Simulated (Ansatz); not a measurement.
# HfZr3S8: the cost of one run

Method: DFT PBE, scalar-relativistic, plane waves, PAW, in Ansatz 0.2.0.

2 further runs of the same task are left out: 1 that didn't finish, 1 set aside as unsound or not needed. Runs told in other sessions of the task aren't counted.

## 1. The system as given

The structure is monoclinic, space group C2/m (No. 12). Conventional cell: a = 13.539 Å, b = 7.355 Å, c = 6.367 Å, α = 90.00°, β = 90.01°, γ = 90.00°. Around Zr (site symmetry 2) lie 6 S at 2.57 to 2.58 Å. Zr (site symmetry 2/m) has 6 S at 2.57 to 2.58 Å in its first shell of neighbours. Hf (site symmetry 2/m) is surrounded by 6 S at 2.56 Å. S (site symmetry m) is surrounded by 3 Zr at 2.57 Å. Around S (site symmetry 1) lie 1 Hf at 2.56 Å and 2 Zr at 2.58 Å. S (site symmetry m) has 1 Hf at 2.56 Å and 2 Zr at 2.57 Å in its first shell of neighbours.

Coordinates:

```
CELL_PARAMETERS angstrom
6.76934 -3.67757 0.00040
6.76934 3.67757 0.00040
0.00029 0.00000 6.36742
ATOMIC_POSITIONS crystal
Zr 0.75037 0.24963 0.00000
Zr 0.24963 0.75037 0.00000
Zr 0.50000 0.50000 0.50000
Hf 0.00000 0.00000 0.50000
S 0.39291 0.39291 0.16631
S 0.64490 0.14133 0.66552
S 0.89309 0.89309 0.16931
S 0.14133 0.64490 0.66552
S 0.10691 0.10691 0.83069
S 0.35510 0.85867 0.33448
S 0.60709 0.60709 0.83369
S 0.85867 0.35510 0.33448
```

It is the end of an earlier relaxation with the same method, from a generated guess; it is a trial structure. At a tolerance of 0.02 Å it has space group C2/m (No. 12); it has 26.42 Å³/atom, an uncorrected energy of -1.57 eV/atom over the elements.

## 2. Bands, states and charges

Input file input.yaml:

```yaml
crystal:
  lattice:
    - [6.7693397356, -3.6775713881, 0.0004030644]
    - [6.7693397356, 3.6775713881, 0.0004030644]
    - [0.000286723, 0.0, 6.3674152285]
  atoms:
    - { symbol: Zr, position: [0.7503725577, 0.2496274423, 0.0] }
    - { symbol: Zr, position: [0.2496274423, 0.7503725577, 0.0] }
    - { symbol: Zr, position: [0.5, 0.5, 0.5] }
    - { symbol: Hf, position: [0.0, 0.0, 0.5] }
    - { symbol: S, position: [0.3929129323, 0.3929129323, 0.1663103035] }
    - { symbol: S, position: [0.6448958081, 0.1413299013, 0.6655240798] }
    - { symbol: S, position: [0.8930885297, 0.8930885297, 0.1693087428] }
    - { symbol: S, position: [0.1413299013, 0.6448958081, 0.6655240798] }
    - { symbol: S, position: [0.1069114703, 0.1069114703, 0.8306912572] }
    - { symbol: S, position: [0.3551041919, 0.8586700987, 0.3344759202] }
    - { symbol: S, position: [0.6070870677, 0.6070870677, 0.8336896965] }
    - { symbol: S, position: [0.8586700987, 0.3551041919, 0.3344759202] }
basis:
  ecutwfc: 420
kpoints:
  mp_grid: { grid: [4, 4, 4] }
  band_path:
    path:
      - [[0.0, 0.0, 0.0], [0.32378526, -0.32378526, 0.0]]
      - [[0.67621474, 0.32378526, 0.0], [0.5, 0.5, 0.0], [0.0, 0.0, 0.0], [0.5, 0.5, 0.5], [0.67623115, 0.32376885, 0.5]]
      - [[0.32376885, -0.32376885, 0.5], [0.0, 0.0, 0.5], [0.0, 0.0, 0.0]]
      - [[0.5, 0.0, 0.5], [0.0, 0.0, 0.0], [0.5, 0.0, 0.0]]
    npoints: 10
hamiltonian:
  xc: pbe
scf:
  occupations: { method: gaussian, width: 0.02 }
  n_extra_bands: 30
output:
  forces: true
  stress: true
  eigenvalues: true
  populations: true
  dos: { projected: true, de: 0.02, nscf_kmesh: { grid: [6, 6, 6] } }
  bader: false
```

Command:

```bash
$ ansatz run input.yaml --threads 4 --pin off --max-ram 8192MiB --backend cpu --events-out ev --progress --plain --runs-dir out
```

**Question.** How long does this run take on 4 threads of Arm Neoverse V2, shared host, and how much memory does it need?

About 61 s, with a peak of 1.8 GiB.
